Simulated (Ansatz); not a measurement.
## Ca3Pb (distorted cell): a check of forces and pressure against finite differences, step by step

Program: Ansatz 0.2.0 through its Python package.

Notebook, run cell by cell (the value of a cell's last expression is shown):

In [1]:
```python
import ansatz as az
import numpy as np
```

In [2]:
```python
vectors0 = np.array([
    [5.04986, 0.0, 0.0],
    [0.0, 5.04986, 0.0],
    [0.0, 0.0, 5.04986],
])
sites = [
    ("Ca", (0.98279, 0.46934, 0.49044)),
    ("Ca", (0.48481, 0.50299, 0.0105)),
    ("Ca", (0.46924, 0.9727, 0.46447)),
    ("Pb", (0.02215, 0.00579, 0.00347)),
]
```

In [3]:
```python
def on_lattice(cell):
    crystal = az.Crystal(lattice=az.Lattice.of(cell))
    for symbol, position in sites:
        crystal = crystal.atom(symbol, position)
    return crystal
```

In [4]:
```python
def solve(crystal):
    return (
        crystal.calculation()
        .mixing("broyden", beta=0.7)
        .occupations("cold", width=0.2)
        .functional("lda")
        .basis(540, xc_grid=2)
        .kpoints(3, 3, 3)
        .scf(tolerance=1e-09)
        .forces()
        .stress()
        .run(threads=1)
    ).report
```

In [5]:
```python
centre = solve(on_lattice(vectors0))
start = on_lattice(vectors0)
print(f"force on atom 0 along y: analytic {centre['forces_ev_ang'][0][1]:.4f} eV/A")
for h in (0.005, 0.02):
    shift = np.eye(3)[1] * h @ np.linalg.inv(vectors0)
    plus, minus = (solve(start.move(0, to=np.array(sites[0][1]) + sign * shift))["lagrangian_ev"] for sign in (1, -1))
    print(f"  step {h} A: numerical {-(plus - minus) / (2 * h):.4f} eV/A")
volume = abs(np.linalg.det(vectors0))
larger, smaller = (solve(on_lattice(vectors0 * (1 + sign * 0.005) ** (1 / 3)))["lagrangian_ev"] for sign in (1, -1))
numerical = -(larger - smaller) / (0.01 * volume) * 160.21766
print(f"pressure: analytic {np.trace(centre['stress_gpa']) / 3:.3f}, numerical {numerical:.3f} GPa")
```
```text
DeckWarning: output.stress: scf.convergence.dr2_threshold = 1e-9 eV is looser than the 4e-10 eV advised for a printed stress (1e-10 eV for each atom of the cell: 4). What an SCF threshold leaves in a stress goes as its square root, and in the free energy as [...]
RunWarning: on these k-points the computed levels leave a gap of 0.4839 eV at the electron count, 2.4 widths of the cold smearing (0.2000 eV); against the step filling of these same bands (every level under the gap full, every level over it empty) smearing [...]
force on atom 0 along y: analytic -0.0088 eV/A
  step 0.005 A: numerical -0.0088 eV/A
  step 0.02 A: numerical -0.0087 eV/A
pressure: analytic -2.021, numerical -2.021 GPa
```

Notes:
- These settings explore the input space; cutoff and mesh may be short of convergence.
- Cold and Methfessel-Paxton smearing aren't meant for a gap as narrow as their width.
- Pressure is positive in compression.
- Spin-orbit coupling, which matters for elements this heavy, is left out.
- The cell is a database structure, distorted on purpose.
- Warnings are shown shortened and without file and line.
- The central difference errs as the square of the step, so the shorter step is the fairer test; what remains comes from the finite grid and the SCF threshold.
- Wall time of the script: 46 s on 1 thread of Arm Neoverse V2, on a shared host, peak memory 0.42 GiB.
